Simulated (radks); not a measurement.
# Te²⁺ in [Kr] 4d10 5s2 5p1 6s1: an all-electron calculation

The task here is to estimate one member of a computed series from the others.

Program: radks (a radial shooting solver on a logarithmic mesh, Libxc functionals) version 1. Level of theory: Dirac Kohn-Sham, PBE, spin-unpolarised, spherical densities, point nucleus; open shells fill j = l - 1/2 first. These are calculated values, not measurements, unless marked.

**The atom as given**

* element: tellurium (Z = 52)
* charge: +2
* electrons: 50
* configuration: [Kr] 4d10 5s2 5p1 6s1

The first run:

Input:

```text
Z 52
configuration [Kr] 4d10 5s2 5p1 6s1
relativity Dirac
functional pbe,pbe
spin unpolarised
j_filling energy
nucleus point
c 137.035999084
```

Launch:

```console
python run_ks.py task.json out
```

All runs below come from this command, one after another.

One of the session's tables, all rows but one given; the rest of the session is left out.

It belongs to the step «Shells». From the orbitals of this run (lengths in bohr):

| level | <r> | outermost maximum (interpolated) | 90 % within | nodes |
| --- | --- | --- | --- | --- |
| 1s1/2 | ? | ? | ? | ? |
| 2s1/2 | 0.1194 | 0.101 | 0.185 | 1 |
| 2p1/2 | 0.1008 | 0.0779 | 0.165 | 0 |
| 2p3/2 | 0.1064 | 0.0826 | 0.173 | 0 |
| 3s1/2 | 0.3218 | 0.293 | 0.473 | 2 |
| 3p1/2 | 0.3122 | 0.279 | 0.470 | 1 |
| 3p3/2 | 0.3236 | 0.290 | 0.486 | 1 |
| 3d3/2 | 0.2946 | 0.236 | 0.464 | 0 |
| 3d5/2 | 0.2983 | 0.239 | 0.469 | 0 |
| 4s1/2 | 0.7644 | 0.701 | 1.10 | 3 |
| 4p1/2 | 0.8011 | 0.722 | 1.17 | 2 |
| 4p3/2 | 0.8296 | 0.746 | 1.22 | 2 |
| 4d3/2 | 0.9589 | 0.805 | 1.47 | 1 |
| 4d5/2 | 0.9705 | 0.814 | 1.48 | 1 |
| 5s1/2 | 1.937 | 1.73 | 2.79 | 4 |
| 5p1/2 | 2.224 | 1.95 | 3.24 | 3 |
| 5p3/2 | 2.302 | 2.02 | 3.36 | 3 |
| 6s1/2 | 4.399 | 4.16 | 6.19 | 5 |

Estimate the missing values for 1s1/2.

**Answer.** <r>: 0.02781; outermost maximum (interpolated): 0.0179; 90 % within: 0.0500; nodes: 0. In the column «<r>» it is the lowest.
